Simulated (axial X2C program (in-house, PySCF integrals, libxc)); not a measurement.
# TiNC: bond lengths and stretches, held linear

Aim: the two bond lengths and stretching wavenumbers of linear TiNC, with and without spin–orbit coupling, at PBE0, HF, BHandHLYP, MP2.

Computed with an in-house X2C program for linear molecules on PySCF integrals. Level: all-electron X2C, two-component (2c) or spin-free, Ti dyall-v3z, N dyall-av3z, C dyall-v3z.

All values are calculated.

2 further runs of the same task are left out: 2 set aside as unsound or not needed.

## 1. Input

Input file task.json:

```json
{"zs": [22, 7, 6], "q": 0, "bas": ["dyall-v3z", "dyall-av3z", "dyall-v3z"], "r0": [2.02, 1.17], "symm": 0, "scan": ["PBE0", "HF", "BHandHLYP"], "levels": ["PBE0", "HF", "BHandHLYP"], "nst": 2}
```

Keys: zs atomic numbers; q charge; bas basis sets; r0 starting distance in Å; symm equal bonds; scan levels of the two-bond scan (MP2 follows by itself at each HF point); levels methods; nst determinants followed.

Launch:

```console
> python solin.py task.json out
```

Masses Ti 47.948, N 14.003, C 12.000 u.

## 2. Scan at PBE0, 2c

State: Ω = 3/2 (beyond evenly filled blocks: ω = 3/2). Energies above the lowest point, from the job's result record:

| r(Ti–N) (Å) | r(N–C) (Å) | E (meV) |
| --- | --- | --- |
| 1.9266 | 1.1476 | 68.61 |
| 1.9266 | 1.1770 | 20.07 |
| 1.9266 | 1.2064 | 62.06 |
| 1.9760 | 1.1476 | 44.96 |
| 1.9760 | 1.1770 | 0.00 |
| 1.9760 | 1.2064 | 45.68 |
| 1.9760 | 1.2359 | 166.51 |
| 2.0254 | 1.1476 | 57.80 |
| 2.0254 | 1.1770 | 15.76 |
| 2.0254 | 1.2064 | 64.42 |
| 2.0748 | 1.1770 | 60.39 |
| 2.0748 | 1.2359 | 237.86 |

A quadratic surface with cubic terms in each bond gives the minimum at 1.977 and 1.176 Å, force constants 2.32, 16.9 and coupling 0.33 mdyn/Å.

## 3. Scan at HF, 2c

State: Ω = 3/2 (beyond evenly filled blocks: ω = 3/2). Energies above the lowest point, from the job's result record:

| r(Ti–N) (Å) | r(N–C) (Å) | E (meV) |
| --- | --- | --- |
| 1.9266 | 1.1476 | 153.87 |
| 1.9266 | 1.1770 | 171.57 |
| 1.9266 | 1.2064 | 282.87 |
| 1.9760 | 1.1476 | 53.12 |
| 1.9760 | 1.1770 | 73.53 |
| 1.9760 | 1.2064 | 187.66 |
| 1.9760 | 1.2359 | 379.88 |
| 2.0254 | 1.1476 | 0.00 |
| 2.0254 | 1.1770 | 22.71 |
| 2.0254 | 1.2064 | 139.19 |
| 2.0748 | 1.1770 | 10.57 |
| 2.0748 | 1.2359 | 325.80 |

A quadratic surface with cubic terms in each bond gives the minimum at 2.071 and 1.155 Å, force constants 2.01, 19.6 and coupling 0.26 mdyn/Å.

## 4. Scan at BHandHLYP, 2c

State: Ω = 3/2 (beyond evenly filled blocks: ω = 3/2). Energies above the lowest point, from the job's result record:

| r(Ti–N) (Å) | r(N–C) (Å) | E (meV) |
| --- | --- | --- |
| 1.9266 | 1.1476 | 57.42 |
| 1.9266 | 1.1770 | 50.00 |
| 1.9266 | 1.2064 | 133.19 |
| 1.9760 | 1.1476 | 9.36 |
| 1.9760 | 1.1770 | 4.95 |
| 1.9760 | 1.2064 | 91.21 |
| 1.9760 | 1.2359 | 252.77 |
| 2.0254 | 1.1476 | 1.93 |
| 2.0254 | 1.1770 | 0.00 |
| 2.0254 | 1.2064 | 88.76 |
| 2.0748 | 1.1770 | 27.59 |
| 2.0748 | 1.2359 | 284.59 |

A quadratic surface with cubic terms in each bond gives the minimum at 2.009 and 1.163 Å, force constants 2.29, 18.2 and coupling 0.28 mdyn/Å.

## 5. The levels side by side

| level | r(Ti–N) (Å) | r(N–C) (Å) | lower stretch (cm⁻¹) | upper stretch (cm⁻¹) |
| --- | --- | --- | --- | --- |
| PBE0, 2c | 1.977 | 1.176 | 480.2 | 2116.4 |
| HF, 2c | 2.071 | 1.155 | 446.7 | 2278.6 |
| BHandHLYP, 2c | 2.009 | 1.163 | 476.2 | 2198.7 |
| MP2, 2c | 2.017 | 1.188 | 461.0 | 2060.6 |
| PBE0, spin-free | 1.977 | 1.176 | 480.3 | 2116.1 |
| HF, spin-free | 2.071 | 1.155 | 446.8 | 2278.4 |
| BHandHLYP, spin-free | 2.009 | 1.163 | 476.3 | 2198.5 |
| MP2, spin-free | 2.017 | 1.188 | 461.2 | 2060.8 |

Scans not shown above were run alike.

In words: Over the levels the Ti–N bond spans 1.977 to 2.071 Å and the N–C bond 1.155 to 1.188 Å. At PBE0 spin–orbit coupling leaves both bonds unchanged to 0.001 Å. Each state is one determinant, the lowest of a limited PBE0 search; the stretches come from a fit to few points and are good to some per cent at best. MP2 freezes inner shells (threshold -2 hartree). The molecule was held linear; bending was not examined, so a bent shape may lie lower. Note: functional without a current term on a determinant with orbital currents, of the molecule or an atom. Note: several unpaired electrons, one determinant need not be a pure state.
